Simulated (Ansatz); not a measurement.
# Ge2F: the cost of one run

Computed with Ansatz 0.2.0 (DFT PBE, scalar-relativistic, plane waves, PAW, unless a step's input says otherwise).

## (1) The starting structure

The structure is orthorhombic, space group Fmmm (No. 69). The conventional cell has a = 3.766 Å, b = 3.964 Å, c = 12.468 Å, α = 90.00°, β = 90.00°, γ = 90.00°. Ge (site symmetry mm2) is surrounded by 8 Ge at 2.73 to 3.00 Å and 4 F at 2.74 to 2.81 Å. F (site symmetry mmm) has 4 F at 2.73 Å and 8 Ge at 2.74 to 2.81 Å as nearest neighbours.

Structure file:

```xyz
3
Lattice="0.0000 1.9818 6.2341 1.8830 0.0000 6.2341 1.8830 1.9818 0.0000" Properties=species:S:1:pos:R:3 pbc="T T T"
Ge    1.8830    1.9818    4.2464
Ge    1.8830    1.9818    8.2217
F     0.0000    0.0000    0.0000
```

Recipe of the guess: species swapped into a database cell of Mo2Rh (Fmmm, No. 69), with Ge on the Mo sites and F on the Rh sites. Its size is a rough estimate.

## (2) A first look at the guess

Contents of input.yaml:

```yaml
crystal:
  lattice:
    - [0.0, 1.98178326, 6.23406693]
    - [1.88296276, 0.0, 6.23406693]
    - [1.88296276, 1.98178326, 0.0]
  atoms:
    - { symbol: Ge, position: [0.340579, 0.340579, 0.659421] }
    - { symbol: Ge, position: [0.659421, 0.659421, 0.340579] }
    - { symbol: F, position: [0.0, 0.0, 0.0] }
basis:
  ecutwfc: 420
kpoints:
  mp_grid: { grid: [6, 6, 6] }
hamiltonian:
  xc: pbe
scf:
  occupations: { method: gaussian, width: 0.1 }
  lower_state_search: "off"
output:
  forces: true
  stress: true
  eigenvalues: true
```

Started as:

```
$ ansatz run input.yaml --threads 1 --pin off --max-ram 2560MiB --backend cpu --events-out ev --progress --plain --runs-dir out
```

Q: Estimate wall time and peak memory on 1 thread of Intel Xeon 6975P-C (Granite Rapids), shared host.

About 1.6 s, with a peak of 0.39 GiB.
